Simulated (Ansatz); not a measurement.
# CH6BF2NSi: how energies converge with the basis set

An exercise on one series of results from a longer session: the logs are not shown, and one member is left open.

Program: Ansatz 0.2.0, Gaussian basis. Level of theory: one geometry, several basis sets. These are calculated values, not measurements.

The runs, in order: PBE0-D4/def2-SVP; ωB97M-V/def2-SVP; PBE0-D4/def2-QZVPP; ωB97M-V/def2-QZVPP; the functionals' def2-TZVPP values are taken from earlier runs.

### Structure used throughout

The geometry comes from an earlier relaxation with PBE0-D4 in a triple-zeta def2 set; it is a stationary point, not always the lowest conformer.

12 atoms, charge 0, spin multiplicity 1.

Atoms are counted from 1 here; the program's logs count them from 0.

Bond lengths: B1–C2 1.528 Å, B1–H7 1.192 Å, B1–H8 1.197 Å, C2–F3 1.403 Å, C2–Si4 1.909 Å, C2–H9 1.101 Å, Si4–N5 1.687 Å, Si4–F6 1.606 Å, Si4–H10 1.478 Å, N5–H11 1.007 Å, N5–H12 1.006 Å. Angles: C2–B1–H7 122.3°, C2–B1–H8 116.9°, H7–B1–H8 120.8°, B1–C2–F3 116.4°, B1–C2–Si4 108.1°, B1–C2–H9 112.0°, F3–C2–Si4 108.0°, F3–C2–H9 108.0°, Si4–C2–H9 103.3°, C2–Si4–N5 105.8°, C2–Si4–F6 107.7°, C2–Si4–H10 112.4°, N5–Si4–F6 114.4°, N5–Si4–H10 111.3°, F6–Si4–H10 105.2°, Si4–N5–H11 120.2°, Si4–N5–H12 123.3°, H11–N5–H12 112.8°.

Set-up of the first run:

Contents of in.yaml:

```yaml
crystal:
  periodic: [false, false, false]
  atoms:
    - {symbol: B, position_ang: [-1.948724, -0.304875, 0.534888]}
    - {symbol: C, position_ang: [-0.705581, -0.653287, -0.282551]}
    - {symbol: F, position_ang: [-0.766585, -0.382814, -1.657874]}
    - {symbol: Si, position_ang: [0.772591, 0.311110, 0.444023]}
    - {symbol: N, position_ang: [1.913065, 0.405461, -0.795890]}
    - {symbol: F, position_ang: [0.226132, 1.732286, 0.953947]}
    - {symbol: H, position_ang: [-2.867178, 0.297423, 0.070865]}
    - {symbol: H, position_ang: [-1.941872, -0.617399, 1.690635]}
    - {symbol: H, position_ang: [-0.408707, -1.705493, -0.155031]}
    - {symbol: H, position_ang: [1.336904, -0.341635, 1.643883]}
    - {symbol: H, position_ang: [1.613387, 0.470238, -1.755199]}
    - {symbol: H, position_ang: [2.853368, 0.733884, -0.657594]}
basis:
  gaussian: {orbitals: def2-SVP}
hamiltonian: {xc: pbe0, dispersion: d4}
output: {orbitals: {seedname: orbitals}}
```

Steps of the session up to this table: PBE0-D4 in def2-SVP; ωB97M-V in def2-SVP; PBE0-D4 in def2-QZVPP; ωB97M-V in def2-QZVPP.

One of the session's tables, all rows but one given; the rest of the session is left out.

It belongs to the step «Functionals by basis». 

| functional | basis | HOMO (eV) |
| --- | --- | --- |
| PBE0-D4 | def2-SVP | -8.03 |
| PBE0-D4 | def2-TZVPP | ? |
| PBE0-D4 | def2-QZVPP | -8.27 |
| ωB97M-V | def2-SVP | -10.44 |
| ωB97M-V | def2-TZVPP | -10.65 |
| ωB97M-V | def2-QZVPP | -10.69 |

**Question.** Estimate the row for PBE0-D4, def2-TZVPP.

The run gave: HOMO (eV): -8.23. In the column «HOMO (eV)» it lies between PBE0-D4, def2-QZVPP (-8.27) and PBE0-D4, def2-SVP (-8.03).
